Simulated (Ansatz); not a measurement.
Runs of Ansatz 0.2.0 on Au. The cell holds a sheet with vacuum, 1 atom: a = 2.662 Å, b = 2.662 Å, c = 23.800 Å, α = 90.00°, β = 90.00°, γ = 90.00°. The cell was built by a generator and needn't be a form met in nature.

| task | level | cell | cutoff (eV) | basis error allowed | gap on the mesh (eV) | work function (eV) |
| --- | --- | --- | --- | --- | --- | --- |
| single point | PBE | as given | 299 | 0.001 eV/atom | none | - |
| single point | PBEsol | as given | 278 | 0.002 eV/atom | none | 5.89 |
| projected density of states | PBE | as given | 278 | 0.002 eV/atom | - | (a) |
| work function | LDA | as given | 277 | 0.002 eV/atom | none | 6.18 |
| work function | PBEsol | as given | 278 | 0.002 eV/atom | none | 5.89 |

Alike in all rows: potentials or basis all-electron LAPW, scalar-relativistic; no spin polarisation; k mesh 10 × 10 × 1; smearing fermi-dirac 0.05 eV.

Problem. Estimate the missing entries.

Solution. (a) 5.73.

A k mesh can miss the band edges, and the runs leave out spin-orbit coupling on Au.

A gap of «none» marks a metal or a gap under the smearing width.

Not every run made on this cell is shown here.
